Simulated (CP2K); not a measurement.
Crystal: SiF.

```
Si F
1.0
     4.19356    0.00000    0.00000
     3.33899    2.53715    0.00000
     3.33899    1.12465    2.27426
Si F
1 1
Direct
  0.50000 0.50000 0.50000
  0.00000 0.00000 0.00000
```

The cell was built by a generator and needn't be a form met in nature.

Base run:

* Program: CP2K 2026.2
* Functional: LDA
* Potentials or basis: POTENTIAL_UZH Si GTH-PBE-q4, F GTH-PBE-q7; TZVP-MOLOPT-PBE-GTH basis
* Density cutoff: 14966 eV
* k mesh: 12 × 12 × 12
* Occupations: fermi-dirac, width 0.05 eV
* Spin: no spin polarisation

Its results: band gap on the k mesh none (metal or under the smearing width); pressure -4.9 GPa.

Question: After a change of settings the same cell gave: band gap on the k mesh none (metal or under the smearing width); pressure 2.1 GPa. Which change was it?
A. functional from LDA to rev-vdW-DF2
B. functional from LDA to SCAN
C. functional from LDA to PBE
D. functional from LDA to RPBE

Answer: D.

RPBE binds less tightly than LDA, so the same cell stands under more pressure.

Caveats: the potentials were made for another functional, which shifts forces and pressure; the basis of atomic orbitals isn't converged, which shifts pressures, moduli and gaps; an odd number of electrons without spin polarisation forces a metal; a magnetic or distorted state may lie lower.

Not every run made on this cell is shown here.
